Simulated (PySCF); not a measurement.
# C8H19In (InEt2(iBu)): the cost of one run

Programs: PySCF 2.14.0, with density-fitted response routines of our own. Each step states its level of theory. These are calculated values for one molecule in the gas phase, unless marked as measured. Atoms are numbered from 0 throughout.

## Step 1: The starting structure

28 atoms, charge 0, multiplicity 1; geometry from: GFN2-xTB. The atoms were then displaced at random by about 0.03 Å, so the start is not that level's minimum.

Bonds of the start (Å): In0–C1 2.21, In0–C8 2.40, In0–C15 2.21, C1–C2 1.49, C1–H3 1.16, C1–H4 1.11, C2–H5 1.14, C2–H6 1.08, C2–H7 1.05, C8–C9 1.49, C8–H10 1.13, C8–H11 1.11, C9–H12 1.16, C9–H13 1.10, C9–H14 1.07, C15–C16 1.55, C15–H19 1.15, C15–H20 1.07, C16–C17 1.49, C16–C18 1.49, C16–H21 1.17, C17–H22 1.15, C17–H23 1.12, C17–H24 1.17, C18–H25 1.14, C18–H26 1.11, C18–H27 1.04.

## Step 2: Geometry optimisation at PBE0-D3(BJ)/def2-SVP

The job: settings as JSON, then the geometry in Å.

```
{"job": {"xc": "PBE0", "basis": "def2-SVP", "d3": "d3bj", "grid": 1, "maxiter": 40, "shake": 0.03, "kind": "geom"}, "charge": 0, "multiplicity": 1}
In     0.401110     0.354380     0.205960
C      2.606940     0.405740     0.242370
C      3.060160     0.464500     1.664280
H      3.103630     1.285890    -0.320000
H      2.980390    -0.507370    -0.272840
H      4.201390     0.480010     1.723180
H      2.799400     1.371200     2.190110
H      2.804500    -0.372910     2.241050
C     -0.782050     2.440920     0.344630
C     -1.197270     2.739010     1.748900
H     -1.688380     2.364830    -0.326680
H     -0.109400     3.215390    -0.083220
H     -1.824200     3.720320     1.738400
H     -1.881770     1.969290     2.143380
H     -0.327380     2.801180     2.366200
C     -0.796470    -1.501170     0.352490
C     -1.226060    -1.994580    -1.049110
C     -0.051600    -2.251970    -1.924360
C     -2.182530    -1.047290    -1.688360
H     -1.740970    -1.389740     0.992610
H     -0.190830    -2.282020     0.772110
H     -1.747860    -3.042750    -0.959600
H      0.521630    -1.287910    -2.177220
H     -0.343250    -2.665750    -2.923240
H      0.716920    -3.002380    -1.462740
H     -1.672120    -0.044490    -1.880280
H     -3.034280    -0.867230    -0.992800
H     -2.529640    -1.378110    -2.610680
```

Command:

```
$ OMP_NUM_THREADS=2 python probes_run.py task.json out
```

This one command runs all jobs of the session in turn.

**Question.** How long does this first job take on 2 threads of AMD EPYC 7R13, shared host, and how much memory does it need?

About 2.1 min, with a peak of 1.3 GiB.
